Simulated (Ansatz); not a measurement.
**ClF₂H₆NSi₂ (built from SMILES F[Si](F)([SiH3])Cl.N): search for a transition state**

Is there a first-order saddle for this four-centre ligand exchange, which should form Si1–N7, Si2–H6 and break Si1–Si2, H6–N7, and which two structures does it connect?

Program: Ansatz 0.2.0, Gaussian basis. Level of theory: PBE0-D4, def2-SVP first, then def2-TZVP. These are calculated values, not measurements.

152 further runs of the same task are left out: 152 set aside as unsound or not needed.

### 1 The starting structure

The guess: 12 atoms, charge 0, spin multiplicity 1.

Atoms are counted from 1 here; the program's logs count them from 0.

Bond lengths: Si1–F3 1.623 Å, Si1–F4 1.635 Å, Si1–Cl5 2.010 Å, Si1–N7 1.899 Å, Si2–H8 1.475 Å, Si2–H9 1.464 Å, Si2–H10 1.460 Å, N7–H11 1.018 Å, N7–H12 1.021 Å. Angles: F3–Si1–F4 90.1°, F3–Si1–Cl5 111.7°, F3–Si1–N7 90.7°, F4–Si1–Cl5 102.1°, F4–Si1–N7 157.6°, Cl5–Si1–N7 98.4°, H8–Si2–H9 105.9°, H8–Si2–H10 104.3°, H9–Si2–H10 108.2°, Si1–N7–H11 113.5°, Si1–N7–H12 117.3°, H11–N7–H12 105.8°.

Coordinates:

```
Si   -0.8636    0.2127   -0.7040
Si    0.3651   -1.0921    1.2830
F    -0.9500    0.2333   -2.3249
F    -1.8904   -1.0587   -0.6622
Cl   -1.9718    1.6744    0.1168
H     0.9963    0.3509    0.3084
N     0.8024    1.1231   -0.7572
H     1.4317   -0.7715    2.2502
H     0.7388   -2.3761    0.6864
H    -0.8197   -1.3003    2.1103
H     1.3831    0.8601   -1.5505
H     0.7781    2.1442   -0.7565
```

Distances that are to change: Si1–N7 1.90 Å, Si2–H6 1.85 Å, Si1–Si2 2.68 Å, H6–N7 1.33 Å.

### 2 Relaxing the guess with the reacting distances held

File hold/in.yaml:

```yaml
crystal:
  periodic: [false, false, false]
  atoms:
    - {symbol: Si, position_ang: [-0.863600, 0.212700, -0.704000]}
    - {symbol: Si, position_ang: [0.365100, -1.092100, 1.283000]}
    - {symbol: F, position_ang: [-0.950000, 0.233300, -2.324900]}
    - {symbol: F, position_ang: [-1.890400, -1.058700, -0.662200]}
    - {symbol: Cl, position_ang: [-1.971800, 1.674400, 0.116800]}
    - {symbol: H, position_ang: [0.996300, 0.350900, 0.308400]}
    - {symbol: N, position_ang: [0.802400, 1.123100, -0.757200]}
    - {symbol: H, position_ang: [1.431700, -0.771500, 2.250200]}
    - {symbol: H, position_ang: [0.738800, -2.376100, 0.686400]}
    - {symbol: H, position_ang: [-0.819700, -1.300300, 2.110300]}
    - {symbol: H, position_ang: [1.383100, 0.860100, -1.550500]}
    - {symbol: H, position_ang: [0.778100, 2.144200, -0.756500]}
basis:
  gaussian: {orbitals: def2-SVP}
hamiltonian: {xc: pbe0, dispersion: d4}
relax: {f_tol: 0.04, max_steps: 150, escape_saddle: false, constraints: [{distance: [0, 6]}, {distance: [1, 5]}, {distance: [0, 1]}, {distance: [5, 6]}]}
```

The run is started by

```sh
$ ansatz run in.yaml --threads 5 --pin off --events-out ev --progress --plain --max-ram 66560MiB --backend cpu
```

The runs that follow: A starting Hessian; Saddle search in the small basis; Saddle search in triple zeta; Vibrations at the point found; Relaxing after a step of 0.30 Å one way along the mode; Relaxing after a step of 0.30 Å the other way along the mode.

Q: Predict the outcome of this session. Wanted: imaginary mode; barrier from the start side; barrier from the end side; energy of the step; pairs that change; zero-point energy at the saddle.

**Answer**, as computed:

| quantity | value |
| --- | --- |
| imaginary mode | 1216i cm⁻¹ |
| barrier from the start side | 182.3 kJ/mol |
| barrier from the end side | 227.0 kJ/mol |
| energy of the step | -44.7 kJ/mol |
| pairs that change | Si1–N7 formed, Si2–H6 formed, Si1–Si2 broken, H6–N7 broken |
| zero-point energy at the saddle | 1.765 eV |

In words: The point has a single imaginary mode (1216i cm⁻¹), as a transition state must. The two relaxations end on the structures that were planned. At PBE0-D4/def2-TZVP the electronic barrier is 182.3 kJ/mol, about 74 kT at 298 K, and the step runs 44.7 kJ/mol downhill. The barrier is thin enough for tunnelling; the leading (Wigner) term alone is a factor of 2.4 at 298 K. A step off the saddle overshot and began above it in energy, so the link to its end is likely but not proven.
